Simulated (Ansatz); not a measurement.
# C₂H₂BFO: a ladder of functionals and wavefunction methods

An exercise on one series of results from a longer session: the logs are not shown, and one member is left open.

Computed with Ansatz 0.2.0, Gaussian basis. Level: functionals in def2-TZVPP, the program's frozen cores in correlated methods.

Levels to be run: LDA (SPW92), PBE-D4, revPBE-D4, BLYP-D4, r2SCAN-D4, B97M-V, PBE0-D4, B3LYP-D4, r2SCANh-D4, r2SCAN0-D4, HSE06-D4, BHLYP-D4, CAM-B3LYP-D4, LC-ωPBE, ωB97X-V, ωB97M-V, B2PLYP, PBE-QIDH; CCSD(T)/def2-SVP; CCSD(T)/def2-TZVPP; MP2/def2-QZVPP; extrapolation to the limit; RPA on PBE.

### Structure used throughout

The geometry comes from an earlier relaxation with PBE0-D4 in a triple-zeta def2 set; it is a stationary point, not always the lowest conformer.

SMILES `FB1C=CO1`, 7 atoms, charge 0, spin multiplicity 1.

Atoms are counted from 1 here; the program's logs count them from 0.

Bond lengths: F1–B2 1.303 Å, B2–C3 1.554 Å, B2–O5 1.412 Å, C3–C4 1.333 Å, C3–H6 1.075 Å, C4–O5 1.418 Å, C4–H7 1.085 Å. Angles: F1–B2–C3 141.0°, F1–B2–O5 125.2°, C3–B2–O5 93.8°, B2–C3–C4 79.9°, B2–C3–H6 147.3°, C4–C3–H6 132.8°, C3–C4–O5 104.0°, C3–C4–H7 138.2°, O5–C4–H7 117.8°, B2–O5–C4 82.2°.

Geometry (Å):

| atom | x (Å) | y (Å) | z (Å) |
| --- | --- | --- | --- |
| F1 | -0.7484 | -2.0790 | 0.6752 |
| B2 | -0.3095 | -0.9442 | 0.2102 |
| C3 | -0.0188 | 0.5141 | 0.6608 |
| C4 | 0.3372 | 0.5906 | -0.6211 |
| O5 | 0.1019 | -0.7156 | -1.1215 |
| H6 | -0.0263 | 1.2320 | 1.4605 |
| H7 | 0.7250 | 1.3340 | -1.3096 |

The first run:

File in.yaml:

```yaml
crystal:
  periodic: [false, false, false]
  atoms:
    - {symbol: F, position_ang: [-0.748354, -2.078984, 0.675176]}
    - {symbol: B, position_ang: [-0.309470, -0.944162, 0.210150]}
    - {symbol: C, position_ang: [-0.018779, 0.514103, 0.660842]}
    - {symbol: C, position_ang: [0.337150, 0.590609, -0.621111]}
    - {symbol: O, position_ang: [0.101876, -0.715561, -1.121471]}
    - {symbol: H, position_ang: [-0.026267, 1.232034, 1.460465]}
    - {symbol: H, position_ang: [0.725045, 1.333963, -1.309551]}
basis:
  gaussian: {orbitals: def2-TZVPP}
hamiltonian: {xc: lda}
output: {orbitals: {seedname: orbitals}}
```

Started as:

```
ansatz run in.yaml --threads 2 --pin off --events-out ev --progress --plain --max-ram 4352MiB
```

Among the steps run: LDA; PBE-D4 (GGA); revPBE-D4 (GGA); BLYP-D4 (GGA); r2SCAN-D4 (meta-GGA); B97M-V (meta-GGA); PBE0-D4 (hybrid); B3LYP-D4 (hybrid); r2SCANh-D4 (hybrid); r2SCAN0-D4 (hybrid); HSE06-D4 (hybrid); BHLYP-D4 (hybrid); CAM-B3LYP-D4 (range-separated); LC-ωPBE (range-separated); ωB97X-V (range-separated); ωB97M-V (range-separated); B2PLYP (double hybrid); PBE-QIDH (double hybrid).

One of the session's tables, all rows but one given; the rest of the session is left out.

It belongs to the step «Frontier levels by functional». 

```
  functional  HOMO (eV)  gap (eV)
 LDA (SPW92)      -6.25      3.57
      PBE-D4      -6.03      3.66
   revPBE-D4      -5.96      3.71
     BLYP-D4      -5.89      3.65
   r2SCAN-D4      -6.26      4.16
      B97M-V      -6.29      4.28
     PBE0-D4      -7.32      6.00
    B3LYP-D4      -7.09      5.51
  r2SCANh-D4      -6.75      5.03
  r2SCAN0-D4      -7.49      6.32
    HSE06-D4      -6.92      5.21
    BHLYP-D4      -8.47      8.27
CAM-B3LYP-D4      -8.70      8.53
     LC-ωPBE          ?         ?
     ωB97X-V      -9.68     10.68
     ωB97M-V      -9.60     10.46
```

**Question.** Estimate the row for LC-ωPBE.

**Answer.** HOMO (eV): -10.08; gap (eV): 11.13. In the column «HOMO (eV)» it is the lowest.
